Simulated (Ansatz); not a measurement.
# C2H6Cl2FO2Ta: small, medium and large basis sets

Aim: see how fast density functionals converge with the basis set for C2H6Cl2FO2Ta.

Program: Ansatz 0.2.0, Gaussian basis. Level of theory: one geometry, several basis sets. These are calculated values, not measurements.

Levels to be run: PBE0-D4/def2-SVP; ωB97M-V/def2-SVP; PBE0-D4/def2-QZVPP; ωB97M-V/def2-QZVPP; the functionals' def2-TZVPP values are taken from earlier runs.

1 further run of the same task is left out (it didn't finish).

### Step 1. The relaxed structure

An earlier PBE0-D4 in a triple-zeta def2 set relaxation fixed the geometry. Ta takes the def2 core potential; no spin-orbit term is included.

SMILES `C[O][Ta]([F])([Cl])([Cl])[O]C`, 14 atoms, charge 0, spin multiplicity 1.

Atoms are counted from 1 here; the program's logs count them from 0.

Bond lengths: C1–O2 1.411 Å, C1–H9 1.092 Å, C1–H10 1.092 Å, C1–H11 1.092 Å, O2–Ta3 1.859 Å, Ta3–F4 1.902 Å, Ta3–Cl5 2.324 Å, Ta3–Cl6 2.319 Å, Ta3–O7 1.859 Å, O7–C8 1.388 Å, C8–H12 1.094 Å, C8–H13 1.093 Å, C8–H14 1.094 Å. Angles: O2–C1–H9 108.7°, O2–C1–H10 110.6°, O2–C1–H11 108.7°, H9–C1–H10 109.8°, H9–C1–H11 109.2°, H10–C1–H11 109.8°, C1–O2–Ta3 136.8°, O2–Ta3–F4 89.4°, O2–Ta3–Cl5 118.0°, O2–Ta3–Cl6 117.0°, O2–Ta3–O7 94.7°, F4–Ta3–Cl5 87.0°, F4–Ta3–Cl6 87.9°, F4–Ta3–O7 175.7°, Cl5–Ta3–Cl6 124.7°, Cl5–Ta3–O7 89.9°, Cl6–Ta3–O7 91.5°, Ta3–O7–C8 165.4° and more.

### Step 2. PBE0-D4 in def2-SVP

The input, in.yaml:

```yaml
crystal:
  periodic: [false, false, false]
  atoms:
    - {symbol: C, position_ang: [-1.197350, -2.177566, 1.163306]}
    - {symbol: O, position_ang: [-0.435140, -1.171713, 0.532522]}
    - {symbol: Ta, position_ang: [-0.571656, 0.661677, 0.258549]}
    - {symbol: F, position_ang: [-2.228042, 0.657269, 1.193764]}
    - {symbol: Cl, position_ang: [-1.762279, 1.400760, -1.595477]}
    - {symbol: Cl, position_ang: [0.268372, 2.038865, 1.924183]}
    - {symbol: O, position_ang: [1.010298, 0.788517, -0.710329]}
    - {symbol: C, position_ang: [2.059186, 1.199607, -1.521396]}
    - {symbol: H, position_ang: [-1.458946, -2.935585, 0.422399]}
    - {symbol: H, position_ang: [-2.106616, -1.756153, 1.597994]}
    - {symbol: H, position_ang: [-0.591558, -2.636566, 1.947101]}
    - {symbol: H, position_ang: [2.656659, 1.952737, -0.999385]}
    - {symbol: H, position_ang: [2.694571, 0.345336, -1.768550]}
    - {symbol: H, position_ang: [1.662492, 1.632836, -2.444680]}
basis:
  gaussian: {orbitals: def2-SVP}
hamiltonian: {xc: pbe0, dispersion: d4}
output: {orbitals: {seedname: orbitals}}
```

Launch:

```console
ansatz run in.yaml --threads 2 --pin off --events-out ev --progress --plain --max-ram 22528MiB --backend cpu
```

Further steps of the session: ωB97M-V in def2-SVP; PBE0-D4 in def2-QZVPP; ωB97M-V in def2-QZVPP.

Q: Predict the results of all the runs planned. Wanted: PBE0-D4: double and triple zeta above quadruple; ωB97M-V: double and triple zeta above quadruple.

**Answer**, as computed:

| quantity | value |
| --- | --- |
| PBE0-D4: double and triple zeta above quadruple | 20.93, 1.23 eV |
| ωB97M-V: double and triple zeta above quadruple | 21.10, 1.18 eV |

What this shows: PBE0-D4 gains 19.69 eV from double to triple zeta, then 1.23 eV more. These are total energies; as a rule much of such shifts cancels in differences, which this series doesn't test.
